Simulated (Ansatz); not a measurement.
# LiCr3: the cost of one run

Program: Ansatz 0.2.0. Level of theory: DFT PBE, scalar-relativistic, plane waves, PAW. These are calculated values, not measurements.

**1. The starting structure**

Symmetry: Pm-3m, No. 221, cubic system. Conventional cell: a = 3.589 Å, b = 3.589 Å, c = 3.589 Å, α = 90.00°, β = 90.00°, γ = 90.00°. Li (site symmetry m-3m) is surrounded by 12 Cr at 2.54 Å. Cr (site symmetry 4/mmm) has 4 Li at 2.54 Å and 8 Cr at 2.54 Å as nearest neighbours.

Coordinates:

```
CELL_PARAMETERS angstrom
3.58867 0.00000 0.00000
0.00000 3.58867 0.00000
0.00000 0.00000 3.58867
ATOMIC_POSITIONS crystal
Li 0.00000 0.00000 0.00000
Cr 0.00000 0.50000 0.50000
Cr 0.50000 0.00000 0.50000
Cr 0.50000 0.50000 0.00000
```

This is candidate A: Cu3Au (L1_2) type (Pm-3m, No. 221).

(A quick probe on a coarse mesh, which set the mesh and smearing, is not shown.)

**3. Full relaxation (candidate A)**

File input.yaml:

```yaml
crystal:
  lattice:
    - [3.5886738979, 0.0, 0.0]
    - [0.0, 3.5886738979, 0.0]
    - [0.0, 0.0, 3.5886738979]
  atoms:
    - { symbol: Li, position: [0.0, 0.0, 0.0] }
    - { symbol: Cr, position: [0.0, 0.5, 0.5] }
    - { symbol: Cr, position: [0.5, 0.0, 0.5] }
    - { symbol: Cr, position: [0.5, 0.5, 0.0] }
basis:
  ecutwfc: 420
kpoints:
  mp_grid: { grid: [14, 14, 14] }
hamiltonian:
  xc: pbe
scf:
  occupations: { method: gaussian, width: 0.1 }
output:
  forces: true
  stress: true
  eigenvalues: true
relax:
  adjacent_minimum: "off"
  f_tol: 0.01
  max_steps: 80
  cell: { stress_tol: 0.05 }
```

Started as:

```console
> ansatz run input.yaml --threads 1 --pin off --max-ram 2560MiB --backend cpu --events-out ev --progress --plain --runs-dir out
```

**Question.** How long does this run take on 1 thread of Intel Xeon Platinum 8259CL at 2.50GHz (Skylake/Cascade Lake), shared host, and how much memory does it need?

About 42 s, with a peak of 0.48 GiB.
